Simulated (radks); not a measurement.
# Taking charge from the 3p level of Os⁴⁹⁺ in fractions

The task here is to estimate one member of a computed series from the others.

The numbers are computed with radks (a radial shooting solver on a logarithmic mesh, Libxc functionals) version 1 (scalar-relativistic Kohn-Sham, PBE, spin-polarised, spherical densities, point nucleus; open shells are filled with parallel spins first), except any that are marked as measured or tabulated.

## The system

* element: osmium (Z = 76)
* charge: +49
* electrons: 27
* configuration: [Ne] 3s2 3p(up 3, down 3) 3d9

A shell typed twice in an input gives spin up, then spin down.

The first run:

The run's settings:

```text
Z 76
configuration [Ne] 3s2 3p3 3p3 3d9
relativity scalar-relativistic
functional pbe,pbe
spin polarised
nucleus point
c 137.035999084
```

Steps of the session up to this table: Start: [Ne] 3s2 3p(up 3, down 3) 3d9.

One table of the session follows, with a row left open; its other results are not shown here.

It belongs to the step «Start: [Ne] 3s2 3p(up 3, down 3) 3d9». Radial moments (bohr):

```
  level      <r>  outermost maximum (interpolated)  90 % within  nodes
  2p up  0.06705                            0.0521        0.109      0
2p down  0.06704                            0.0521        0.109      0
  3s up        ?                                 ?            ?      ?
3s down   0.1892                             0.176        0.276      2
  3p up   0.1884                             0.174        0.280      1
3p down   0.1885                             0.174        0.280      1
  3d up   0.1691                             0.141        0.260      0
3d down   0.1692                             0.141        0.260      0
```

Estimate the missing values for 3s up.

The run gave: <r>: 0.1891; outermost maximum (interpolated): 0.176; 90 % within: 0.276; nodes: 2. In the column «<r>» it lies between 3p down (0.1885) and 3s down (0.1892).
